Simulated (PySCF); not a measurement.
# CoH₆O₃ (+3): ligand-field states, part 1 of 2

Aim: compute the ligand-field states of CoH₆O₃ (+3).

Computed with PySCF 2.14.0 and routines of our own; the level stands in each step. Atoms count from 0.

## 1. The starting structure

10 atoms, charge 3, states of the metal's open shell are computed; geometry from: model geometry, bond lengths from ionic radii.

## 2. Ligand-field states: state-averaged CASSCF

The job: settings as JSON, then the geometry in Å.

```
{"job": {"kind": "lf", "basis": {"metal": "x2c-TZVPall", "ligand": "x2c-SVPall"}, "nevpt": true}, "charge": 3, "metal": "Co", "open_shell": "d6"}
Co     0.000000     0.000000     0.000000
O      1.790000     0.000000     0.000000
H      2.365000     0.775000     0.000000
H      2.365000    -0.775000     0.000000
O     -0.895000     1.550185     0.000000
H     -1.853670     1.660650     0.000000
H     -0.511330     2.435650     0.000000
O     -0.895000    -1.550185     0.000000
H     -0.511330    -2.435650     0.000000
H     -1.853670    -1.660650     0.000000
```

Level: state-averaged CASSCF of the metal d shell, SC-NEVPT2 on the averaged canonical orbitals, state-interaction spin-orbit coupling.

Run with:

```sh
OMP_NUM_THREADS=1 python lf_run.py task.json out
```

This one command runs all jobs of the session in turn.

The program printed:

```text
basis functions 120, electrons 54, active (6e, 5o)
stage 1: DIIS on the effective Fock matrix, level shift 0.30
cycle   1  E = -1616.7834616295  dE = -1.617e+03  max|g| = 1.177e+00
cycle   2  E = -1617.4950659646  dE = -7.116e-01  max|g| = 1.416e+00
cycle   3  E = -1617.1950706304  dE =  3.000e-01  max|g| = 1.261e+00
cycle   4  E = -1618.1616938991  dE = -9.666e-01  max|g| = 4.654e-01
cycle   5  E = -1618.3582492673  dE = -1.966e-01  max|g| = 1.898e-01
cycle   6  E = -1618.4041217339  dE = -4.587e-02  max|g| = 2.034e-01
cycle   7  E = -1618.3606069284  dE =  4.351e-02  max|g| = 1.781e-01
cycle   8  E = -1618.3944655518  dE = -3.386e-02  max|g| = 1.651e-01
cycle   9  E = -1618.1677518512  dE =  2.267e-01  max|g| = 4.561e-01
cycle  10  E = -1617.8646813525  dE =  3.031e-01  max|g| = 6.377e-01
cycle  11  E = -1617.5412267506  dE =  3.235e-01  max|g| = 8.260e-01
cycle  12  E = -1617.2784404405  dE =  2.628e-01  max|g| = 9.363e-01
cycle  13  E = -1617.0792968821  dE =  1.991e-01  max|g| = 9.790e-01
cycle  14  E = -1616.7951792859  dE =  2.841e-01  max|g| = 1.058e+00
cycle  15  E = -1616.5436007810  dE =  2.516e-01  max|g| = 1.154e+00
stage 2: quasi-Newton rotations from the point of smallest gradient
cycle  17  E = -1618.4105542602  dE = -1.609e-02  max|g| = 2.281e-01
cycle  18  E = -1618.4371593103  dE = -2.661e-02  max|g| = 6.741e-02
cycle  19  E = -1618.4397065673  dE = -2.547e-03  max|g| = 8.533e-03
cycle  20  E = -1618.4398261313  dE = -1.196e-04  max|g| = 2.948e-03
cycle  21  E = -1618.4398447637  dE = -1.863e-05  max|g| = 1.309e-03
cycle  22  E = -1618.4398462346  dE = -1.471e-06  max|g| = 2.169e-04
cycle  23  E = -1618.4398463280  dE = -9.347e-08  max|g| = 6.411e-05
cycle  24  E = -1618.4398463330  dE = -4.956e-09  max|g| = 9.561e-06
converged average energy = -1618.4398463330

 mult deg   label        CASSCF/cm-1   NEVPT2/cm-1
   5   1   5A1'                0.0           0.0
   5   2   5E''              346.8        2441.1
   5   2   5E'              6901.4        9034.2
   3   2   3E'             24159.4       22954.0
   3   1   3A2''           23663.1       22982.2
   3   1   3A1''           23635.0       23029.5
   3   2   3E'             23708.4       23873.3
   3   2   3E''            23306.0       24019.1
   3   2   3E''            25958.0       24277.9
   3   1   3A2'            27327.7       24619.7
   3   2   3E'             27436.4       25506.4
   3   2   3E''            25069.8       25911.0
   3   1   3A2'            25112.4       26781.9
   3   2   3E''            28314.2       27148.3
   3   1   3A2''           28924.1       27830.9
   3   1   3A1''           29675.8       28196.1
   3   1   3A1'            30384.3       28267.6
   3   1   3A2'            30352.1       29663.9
   3   2   3E''            33062.9       30948.2
   1   1   1A1'            34409.9       32747.8
   1   1   1A2'            34450.9       32780.3
   3   2   3E'             33278.8       33291.1
   3   1   3A2''           33665.0       34015.1
   3   1   3A1''           33439.7       34074.5
   3   2   3E'             34429.6       34163.0
   1   1   1A1'            35682.9       34607.2
   1   2   1E''            36197.3       34705.6
   1   2   1E''            34729.5       35149.5
   1   2   1E'             36913.0       35997.8
   1   2   1E'             35427.3       37002.9
   1   1   1A2''           36331.9       37138.5
   1   1   1A1''           36706.3       37243.9
   1   1   1A1''           39946.4       37641.6
   1   1   1A2''           40153.0       37851.9
   3   2   3E''            40340.0       38404.0
   1   2   1E'             44119.4       38567.7
   1   2   1E'             39815.0       38912.0
   3   2   3E'             41560.0       39636.8
   1   1   1A1'            43287.1       39775.5
   1   2   1E''            39572.5       39825.4
   1   1   1A1'            39635.3       40002.0
   1   2   1E'             40872.5       40195.2
   3   1   3A1'            42172.5       40279.0
   1   2   1E''            48275.0       44088.0
   1   1   1A2''           49673.8       44219.5
   1   1   1A1''           49914.1       44310.6
   1   1   1A1'            53239.1       48829.5
   1   2   1E'             55408.8       50941.1
   3   1   3A2''           60921.2       54469.8
   1   2   1E''            58202.4       54554.8
   3   1   3A1''           61111.2       54664.0
   1   1   1A2'            59555.5       55592.1
   3   2   3E''            62708.9       56779.8
   3   1   3A2'            64313.9       56823.8
   3   2   3E'             65309.3       59195.2
   1   2   1E'             72694.0       65299.7
   3   2   3E''            71351.0       65389.0
   1   1   1A1'            73451.6       65553.7
   1   2   1E''            73990.3       66927.5
   1   1   1A1''           73130.7       68084.6

spin-orbit levels / cm-1
      0.00  x1  5A1' 0.95 5E'' 0.04
     21.49  x2  5A1' 0.96 5E'' 0.04
     87.74  x2  5A1' 0.98
   2284.37  x2  5E'' 1.00
   2460.49  x2  5E'' 0.98
   2609.91  x2  5E'' 0.98
   2706.26  x1  5E'' 1.00
   2807.45  x1  5E'' 0.95 5A1' 0.04
   2891.36  x2  5E'' 0.98
   8625.15  x2  5E' 1.00
   8912.70  x1  5E' 1.00
   8912.98  x1  5E' 1.00
   9181.70  x2  5E' 1.00
   9434.62  x2  5E' 1.00
   9673.60  x1  5E' 1.00
   9673.84  x1  5E' 1.00
  22619.97  x1  3A1'' 0.51 3E' 0.46
  22658.26  x1  3A2'' 0.55 3E' 0.40 3E' 0.04
  22714.18  x2  3E' 0.53 3A1'' 0.42
  22754.00  x2  3A2'' 0.62 3A1'' 0.13 3E' 0.12
  22949.19  x2  3E' 0.92 3E'' 0.08
  23348.48  x2  3E' 0.72 3E'' 0.22 3A2' 0.04
  23387.79  x1  3E' 0.58 3A2'' 0.35 3E' 0.05
  23480.83  x1  3E' 0.53 3A1'' 0.39 3E' 0.07
  23595.63  x2  3A1'' 0.38 3A2'' 0.29 3E' 0.28
  23683.17  x1  3E'' 0.64 3A2' 0.32
  23863.65  x1  3E'' 0.99
  23864.99  x1  3E'' 0.99
  23919.94  x2  3E' 0.55 3E'' 0.33 3A2'' 0.06
  24155.91  x2  3A2' 0.40 3E'' 0.34 3E' 0.23
```

It took 7.9 s on 1 thread of Arm Neoverse V2, shared host; peak memory 0.29 GiB.

Key values:

```csv
quantity,value
spin-orbit constant ζ,539 cm⁻¹
```

Powder susceptibility:

| T (K) | χT (cm³ K/mol) | μ(eff) |
| --- | --- | --- |
| 2 | 0.501 | 2.00 |
| 5 | 1.247 | 3.16 |
| 10 | 2.256 | 4.25 |
| 20 | 3.074 | 4.96 |
| 30 | 3.337 | 5.17 |
| 50 | 3.534 | 5.32 |
| 75 | 3.617 | 5.38 |
| 100 | 3.648 | 5.40 |
| 150 | 3.673 | 5.42 |
| 200 | 3.688 | 5.43 |
| 250 | 3.701 | 5.44 |
| 300 | 3.714 | 5.45 |

Orbitals, density, ELF and potential are computed afterwards from the orbital file.

The spin density lies nearest to Co0 92 %.

## 3. Ligand-field states: state-averaged CASSCF (pyramidal angle at 95°)

The job: settings as JSON, then the geometry in Å.

```
{"job": {"kind": "lf", "basis": {"metal": "x2c-TZVPall", "ligand": "x2c-SVPall"}, "nevpt": true, "reuse": true}, "charge": 3, "metal": "Co", "open_shell": "d6"}
Co     0.000000     0.000000     0.000000
O      1.783189     0.000000    -0.156009
H      2.356000     0.775000    -0.206123
H      2.356000    -0.775000    -0.206123
O     -0.891594     1.544287    -0.156009
H     -1.849170     1.652856    -0.206123
H     -0.506831     2.427856    -0.206123
O     -0.891594    -1.544287    -0.156009
H     -0.506831    -2.427856    -0.206123
H     -1.849170    -1.652856    -0.206123
```

With the program's defaults for keys left out, this is: state-averaged CASSCF of the metal d shell, SC-NEVPT2 on the averaged canonical orbitals, state-interaction spin-orbit coupling.

The program printed:

```text
basis functions 120, electrons 54, active (6e, 5o)
start from the orbitals of the previous structure
stage 1: DIIS on the effective Fock matrix, level shift 0.30
cycle   1  E = -1617.6587152793  dE = -1.618e+03  max|g| = 1.107e+00
cycle   2  E = -1618.2680304012  dE = -6.093e-01  max|g| = 2.615e-01
cycle   3  E = -1618.3846799024  dE = -1.166e-01  max|g| = 2.531e-01
cycle   4  E = -1618.3069764782  dE =  7.770e-02  max|g| = 2.525e-01
cycle   5  E = -1618.3305450781  dE = -2.357e-02  max|g| = 2.115e-01
cycle   6  E = -1618.3888079456  dE = -5.826e-02  max|g| = 1.271e-01
cycle   7  E = -1618.4237219820  dE = -3.491e-02  max|g| = 1.099e-01
cycle   8  E = -1618.4077066789  dE =  1.602e-02  max|g| = 9.884e-02
cycle   9  E = -1618.4212006712  dE = -1.349e-02  max|g| = 9.003e-02
cycle  10  E = -1618.1141211096  dE =  3.071e-01  max|g| = 4.978e-01
cycle  11  E = -1617.4987604634  dE =  6.154e-01  max|g| = 8.204e-01
cycle  12  E = -1616.9750540551  dE =  5.237e-01  max|g| = 1.086e+00
cycle  13  E = -1616.6480819906  dE =  3.270e-01  max|g| = 1.242e+00
cycle  14  E = -1616.4160552415  dE =  2.320e-01  max|g| = 1.344e+00
cycle  15  E = -1616.2466897472  dE =  1.694e-01  max|g| = 1.409e+00
stage 2: quasi-Newton rotations from the point of smallest gradient
cycle  17  E = -1618.4345194726  dE = -1.332e-02  max|g| = 7.642e-02
cycle  18  E = -1618.4371982593  dE = -2.679e-03  max|g| = 6.034e-02
cycle  19  E = -1618.4389796293  dE = -1.781e-03  max|g| = 4.255e-03
cycle  20  E = -1618.4390158847  dE = -3.626e-05  max|g| = 1.418e-03
cycle  21  E = -1618.4390217084  dE = -5.824e-06  max|g| = 6.373e-04
cycle  22  E = -1618.4390220548  dE = -3.464e-07  max|g| = 1.537e-04
cycle  23  E = -1618.4390220910  dE = -3.620e-08  max|g| = 2.580e-05
cycle  24  E = -1618.4390220927  dE = -1.646e-09  max|g| = 4.390e-06
converged average energy = -1618.4390220927

 mult deg   label        CASSCF/cm-1   NEVPT2/cm-1
   5   1   5A1                 0.0           0.0
   5   2   5E                341.0        2281.7
   5   2   5E               6900.8        8999.3
   3   1   3A2             22988.3       21830.0
   3   2   3E              22156.5       21918.7
   3   2   3E              23643.3       22567.5
   3   1   3A1             23715.6       22987.4
   3   2   3E              24117.8       24142.0
   3   1   3A2             27107.0       24801.0
   3   2   3E              26563.6       25391.4
   3   2   3E              27078.1       25712.3
   3   3   3H              25306.5       25871.0
   3   1   3A1             28704.0       27159.3
   3   2   3E              29138.5       27921.3
   3   1   3A1             30149.7       28373.8
   3   1   3A2             30125.5       28587.0
   3   1   3A2             30468.0       29595.7
   3   2   3E              32868.8       30959.4
   1   1   1A1             33434.3       31091.6
   1   1   1A2             33844.0       31793.9
   3   2   3E              33306.8       33119.5
   1   1   1A1             34870.8       33413.6
   1   2   1E              34229.2       34009.2
   3   1   3A1             33975.6       34186.5
   3   2   3E              34559.7       34233.1
   3   1   3A2             33603.0       34243.5
   1   2   1E              35020.8       34660.8
   1   2   1E              36852.8       35670.7
   1   2   1E              35845.8       36043.5
   1   1   1A1             36525.3       36735.3
   1   1   1A2             36768.7       37177.7
   3   2   3E              40177.5       38053.8
   1   1   1A2             40467.9       38560.1
   1   2   1E              44067.1       38622.2
   1   1   1A1             41088.0       39296.7
   1   2   1E              40421.9       39776.8
   1   1   1A1             39352.9       39804.2
   3   2   3E              41699.8       39826.3
   1   2   1E              39740.0       40005.9
   3   1   3A1             42053.6       40075.8
   1   2   1E              41347.3       40701.4
   1   1   1A1             44201.6       41326.6
   1   1   1A1             49579.4       43999.9
   1   2   1E              48525.2       44238.4
   1   1   1A2             49941.5       44286.5
   1   1   1A1             53124.5       48699.0
   1   2   1E              55412.9       50883.4
   1   2   1E              58170.4       54431.3
   3   1   3A2             61142.1       54617.0
   3   1   3A1             61093.4       54624.8
   1   1   1A2             59427.5       55379.7
   3   2   3E              62694.4       56619.3
   3   1   3A2             64315.1       56818.1
   3   2   3E              65412.7       59284.0
   1   2   1E              72237.3       64700.5
   3   2   3E              71153.4       65117.8
   1   1   1A1             72698.4       65783.4
   1   2   1E              74050.1       67791.3
   1   1   1A2             73188.7       67996.4
   1   2   1E              74692.3       68028.1

spin-orbit levels / cm-1
      0.00  x1  5A1 0.95 5E 0.05
     22.22  x2  5A1 0.96 5E 0.04
     90.92  x2  5A1 0.98
   2146.35  x1  5E 1.00
   2146.38  x1  5E 1.00
   2318.22  x2  5E 0.97
   2459.08  x2  5E 0.98
   2544.27  x1  5E 1.00
   2650.77  x1  5E 0.95 5A1 0.05
   2720.78  x2  5E 0.98
   8615.27  x2  5E 1.00
   8891.68  x1  5E 1.00
   8892.81  x1  5E 1.00
   9152.22  x1  5E 1.00
   9152.23  x1  5E 1.00
   9397.60  x2  5E 1.00
   9630.07  x1  5E 1.00
   9630.29  x1  5E 1.00
  21608.71  x1  3A2 0.65 3E 0.29 3E 0.05
  21627.49  x2  3A2 0.52 3E 0.41 3E 0.04
  21811.35  x2  3E 0.89 3E 0.08
  22006.98  x1  3E 0.87 3A1 0.07 3E 0.05
  22156.79  x2  3E 0.46 3A2 0.38 3E 0.14
  22231.43  x1  3E 0.65 3A2 0.19 3E 0.12
  22542.11  x1  3E 0.73 3A1 0.16 3E 0.09
  22634.30  x2  3E 0.72 3A1 0.20 3E 0.03
  22685.56  x1  3E 0.79 3A2 0.12
  22799.64  x2  3E 0.78 3E 0.14 3A2 0.05
  23201.08  x1  3A1 0.70 3E 0.21 3E 0.05
  23239.25  x2  3A1 0.72 3E 0.20
```

Run time: 5.1 s. Hardware: 1 thread of Arm Neoverse V2, shared host; peak memory 0.28 GiB.

Key values:

| quantity | value |
| --- | --- |
| spin-orbit constant ζ | 540 cm⁻¹ |

Powder susceptibility:

```csv
T (K),χT (cm³ K/mol),μ(eff)
2,0.489,1.98
20,3.075,4.96
100,3.678,5.42
300,3.748,5.47
```

## 4. Ligand-field states: state-averaged CASSCF (pyramidal angle at 100°)

The job: settings as JSON, then the geometry in Å.

```
{"job": {"kind": "lf", "basis": {"metal": "x2c-TZVPall", "ligand": "x2c-SVPall"}, "nevpt": true, "reuse": true}, "charge": 3, "metal": "Co", "open_shell": "d6"}
Co     0.000000     0.000000     0.000000
O      1.762806     0.000000    -0.310830
H      2.329070     0.775000    -0.410678
H      2.329070    -0.775000    -0.410678
O     -0.881403     1.526635    -0.310830
H     -1.835705     1.629534    -0.410678
H     -0.493365     2.404534    -0.410678
O     -0.881403    -1.526635    -0.310830
H     -0.493365    -2.404534    -0.410678
H     -1.835705    -1.629534    -0.410678
```

Level: state-averaged CASSCF of the metal d shell, SC-NEVPT2 on the averaged canonical orbitals, state-interaction spin-orbit coupling.

The program printed:

```text
basis functions 120, electrons 54, active (6e, 5o)
start from the orbitals of the previous structure
stage 1: DIIS on the effective Fock matrix, level shift 0.30
cycle   1  E = -1617.6584178935  dE = -1.618e+03  max|g| = 1.088e+00
cycle   2  E = -1618.2519781977  dE = -5.936e-01  max|g| = 2.657e-01
cycle   3  E = -1618.3764437197  dE = -1.245e-01  max|g| = 2.906e-01
cycle   4  E = -1618.3111243134  dE =  6.532e-02  max|g| = 2.460e-01
cycle   5  E = -1618.3462245450  dE = -3.510e-02  max|g| = 1.932e-01
cycle   6  E = -1618.4007319364  dE = -5.451e-02  max|g| = 9.121e-02
cycle   7  E = -1618.4210320183  dE = -2.030e-02  max|g| = 1.163e-01
cycle   8  E = -1618.4246116963  dE = -3.580e-03  max|g| = 8.894e-02
cycle   9  E = -1618.3250202848  dE =  9.959e-02  max|g| = 2.680e-01
cycle  10  E = -1617.7221629128  dE =  6.029e-01  max|g| = 6.632e-01
cycle  11  E = -1616.9602222523  dE =  7.619e-01  max|g| = 1.043e+00
cycle  12  E = -1616.1006655684  dE =  8.596e-01  max|g| = 1.410e+00
cycle  13  E = -1615.3712839895  dE =  7.294e-01  max|g| = 1.680e+00
cycle  14  E = -1614.7940854986  dE =  5.772e-01  max|g| = 1.855e+00
cycle  15  E = -1614.3537764430  dE =  4.403e-01  max|g| = 1.973e+00
stage 2: quasi-Newton rotations from the point of smallest gradient
cycle  17  E = -1618.4271159801  dE = -2.504e-03  max|g| = 1.444e-01
cycle  18  E = -1618.4364092629  dE = -9.293e-03  max|g| = 7.167e-03
cycle  19  E = -1618.4365476860  dE = -1.384e-04  max|g| = 1.744e-03
cycle  20  E = -1618.4365556804  dE = -7.994e-06  max|g| = 3.572e-04
cycle  21  E = -1618.4365560131  dE = -3.327e-07  max|g| = 2.258e-04
cycle  22  E = -1618.4365560539  dE = -4.081e-08  max|g| = 4.640e-05
cycle  23  E = -1618.4365560571  dE = -3.170e-09  max|g| = 8.087e-06
converged average energy = -1618.4365560571

 mult deg   label        CASSCF/cm-1   NEVPT2/cm-1
   5   1   5A1                 0.0           0.0
   5   2   5E                306.4        1808.5
   5   2   5E               6905.6        8907.7
   3   2   3E              20634.9       19264.5
   3   1   3A2             21767.9       19564.2
   3   2   3E              22673.6       21127.0
   3   1   3A1             23856.4       23005.5
   3   2   3E              24136.8       23466.3
   3   2   3E              25474.3       24922.1
   3   1   3A2             24984.6       25226.7
   3   1   3A1             27847.7       25413.1
   3   2   3E              26767.8       25497.3
   3   1   3A2             27212.4       25927.0
   1   1   1A1             30543.3       26680.5
   3   2   3E              28002.9       27372.2
   3   1   3A1             29941.7       28531.6
   3   2   3E              30178.8       29015.7
   3   1   3A2             30228.7       29269.0
   1   1   1A2             32505.9       29786.6
   3   1   3A2             31383.5       29849.9
   1   2   1E              32610.8       30740.7
   3   2   3E              32527.3       30793.2
   3   2   3E              33345.3       32998.8
   1   2   1E              34253.7       33175.2
   1   1   1A1             34724.1       33190.1
   3   1   3A1             34615.1       34621.8
   3   2   3E              34985.9       34659.7
   3   1   3A2             34132.7       34681.3
   1   2   1E              36643.8       35429.3
   1   2   1E              35809.6       36005.9
   1   1   1A1             36524.5       36095.1
   1   1   1A2             36941.6       37007.5
   3   2   3E              39806.2       37316.6
   1   2   1E              44030.6       39226.2
   1   1   1A1             39224.2       39374.2
   3   1   3A1             41709.0       39489.6
   1   1   1A1             41821.1       39898.4
   1   2   1E              40259.5       40026.1
   3   2   3E              41995.4       40091.3
   1   1   1A2             41476.9       40214.0
   1   2   1E              40788.0       40295.2
   1   2   1E              42673.0       41838.1
   1   1   1A1             49502.5       43881.5
   1   1   1A2             50095.0       44339.8
   1   1   1A1             46305.1       44574.2
   1   2   1E              49267.3       44853.4
   1   1   1A1             52806.6       48313.1
   1   2   1E              55424.9       50726.6
   1   2   1E              58075.8       54090.1
   3   1   3A2             61230.9       54479.7
   1   1   1A2             59050.1       54762.7
   3   1   3A1             61585.8       55078.1
   3   2   3E              62643.4       56174.3
   3   1   3A2             64318.7       56808.1
   3   2   3E              65713.9       59532.4
   1   2   1E              71381.6       63596.3
   3   2   3E              70584.6       64332.1
   1   1   1A1             71839.3       64752.6
   1   1   1A2             73351.6       67754.3
   1   2   1E              74068.4       67882.6

spin-orbit levels / cm-1
      0.00  x1  5A1 0.93 5E 0.07
     24.80  x2  5A1 0.94 5E 0.06
    102.45  x2  5A1 0.97 5E 0.03
   1739.34  x1  5E 1.00
   1739.56  x1  5E 1.00
   1900.54  x2  5E 0.96 5A1 0.03
   2013.92  x2  5E 0.97
   2067.08  x1  5E 1.00
   2194.09  x1  5E 0.93 5A1 0.07
   2224.68  x2  5E 0.96 5A1 0.04
   8603.66  x2  5E 1.00
   8846.93  x1  5E 1.00
   8849.94  x1  5E 1.00
   9080.88  x2  5E 1.00
   9302.53  x2  5E 1.00
   9514.47  x1  5E 1.00
   9514.68  x1  5E 1.00
  19185.41  x2  3E 0.71 3A2 0.27
  19195.92  x1  3E 0.60 3A2 0.40
  19222.42  x2  3E 0.97
  19521.59  x1  3E 0.98
  19898.54  x2  3A2 0.71 3E 0.27
  19918.29  x1  3A2 0.58 3E 0.38
  21158.96  x1  3E 0.97
  21193.57  x1  3E 0.97
  21277.86  x2  3E 0.96
  21323.25  x2  3E 0.97
  23133.78  x1  3A1 0.90 3E 0.03
  23145.29  x2  3A1 0.94
  23546.27  x2  3E 0.94
```

Run time: 5 s. Hardware: 1 thread of Arm Neoverse V2, shared host; peak memory 0.28 GiB.

In short:

| quantity | value |
| --- | --- |
| spin-orbit constant ζ | 540 cm⁻¹ |

Powder susceptibility:

```
T (K)  χT (cm³ K/mol)  μ(eff)
    2           0.454    1.91
   20           3.077    4.96
  100           3.786    5.50
  300           3.869    5.56
```

(Continued in part 2 of 2.)
